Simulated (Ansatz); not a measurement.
# GeSi: a single-point run

The task is a single-point run on GeSi. The structure is shown as the input types it. The cell is built on a prototype (CsCl type) and needn't be the phase found in nature.

Method: density functional or hybrid calculation with the settings of its input, plane waves (as first typed), in Ansatz 0.2.0.

7 further runs of the same task are left out: 6 for a known fault of the program, 1 that didn't finish.

**1. The starting structure**

It takes space group Pm-3m (No. 221, cubic). Conventional cell: a = 3.210 Å, b = 3.210 Å, c = 3.210 Å, α = 90.00°, β = 90.00°, γ = 90.00°. Ge (site symmetry m-3m) is surrounded by 8 Si at 2.78 Å. Si (site symmetry m-3m) is surrounded by 8 Ge at 2.78 Å.

The input asks for a charge of +0.1 e on the cell.

Coordinates:

```
CELL_PARAMETERS angstrom
3.21015 0.00000 0.00000
0.00000 3.21015 0.00000
0.00000 0.00000 3.21015
ATOMIC_POSITIONS crystal
Ge 0.00000 0.00000 0.00000
Si 0.50000 0.50000 0.50000
```

**2. The calculation**

The input, input.yaml:

```yaml
crystal:
  lattice:
    - [3.210150632, 0.0, 0.0]
    - [0.0, 3.210150632, 0.0]
    - [0.0, 0.0, 3.210150632]
  atoms:
    - { symbol: Ge, position: [0.0, 0.0, 0.0] }
    - { symbol: Si, position: [0.5, 0.5, 0.5] }
kpoints:
  mp_grid: { grid: [6, 6, 6] }
hamiltonian:
  xc: r2scan
scf:
  occupations: { method: fermi_dirac, width: 0.02 }
  n_extra_bands: 4
  max_iter: 70
output:
  forces: true
  stress: true
  eigenvalues: true
total_charge: 0.1
```

Run with:

```console
ansatz run input.yaml --threads 4 --pin off --max-ram 3686MiB --backend cpu --events-out ev --progress --plain --runs-dir out
```

Q: Will this input give a usable result? If not, why, and what should change?

This run ends as converged. Convergence says nothing about whether the input makes sense.

The suspect setting: total_charge is 0.1. With this charge the calculation describes a differently charged system.

The test: delete total_charge (the default then holds).
